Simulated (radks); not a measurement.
**The Coulomb parameter U of the 4d shell of Cd³⁺**

Aim: U as the second difference [E(n + 1) + E(n − 1) − 2E(n)]/1², with all orbitals relaxed. Bare: the atom's charge changes with n. Screened: the 5s shell takes up the change. The start is a model configuration, not necessarily the ground state.

The numbers are computed with radks (a radial shooting solver on a logarithmic mesh, Libxc functionals) version 1 (Dirac Kohn-Sham, PBE, spin-unpolarised, spherical densities, point nucleus; open shells are shared between the two j in proportion to 2j + 1), except any that are marked as measured or tabulated.

### 1 Starting point

| Property | Result |
| --- | --- |
| element | cadmium (Z = 48) |
| charge | +3 |
| electrons | 45 |
| configuration | [Kr] 4d8 5s1 |

Outer shells as boxes (Hund's rule):

Cd³⁺
```
[Kr] core
4d [↑↓][↑↓][↑↓][↑ ][↑ ]
5s [↑ ]
```

### 2 Start: [Kr] 4d8 5s1

The run's settings:

```text
Z 48
configuration [Kr] 4d8 5s1
relativity Dirac
functional pbe,pbe
spin unpolarised
j_filling average
nucleus point
c 137.035999084
```

### 3 Bare +1: [Kr] 4d9 5s1

Changes since step 2:

```diff
@@ -1,3 +1,3 @@
 Z 48
-configuration [Kr] 4d8 5s1
+configuration [Kr] 4d9 5s1
 relativity Dirac
```

### 4 Bare -1: [Kr] 4d7 5s1

Changes since step 3:

```diff
@@ -1,3 +1,3 @@
 Z 48
-configuration [Kr] 4d9 5s1
+configuration [Kr] 4d7 5s1
 relativity Dirac
```

### 5 Screened +1: [Kr] 4d9

Changes since step 4:

```diff
@@ -1,3 +1,3 @@
 Z 48
-configuration [Kr] 4d7 5s1
+configuration [Kr] 4d9
 relativity Dirac
```

### 6 Screened -1: [Kr] 4d7 5s2

Changes since step 5:

```diff
@@ -1,3 +1,3 @@
 Z 48
-configuration [Kr] 4d9
+configuration [Kr] 4d7 5s2
 relativity Dirac
```

Before running it: what results should come out?

**Answer**, as computed:

```tsv
quantity	value (eV)
U, bare	16.388
U, screened by 5s	2.741
```

**Reading.** Letting 5s compensate leaves 17 % of the bare value; this second difference measures U(4d,4d) + U(5s,5s) − 2U(4d,5s). A solid screens further than the bare atom, so the bare value is an upper guide for the U of a crystal.
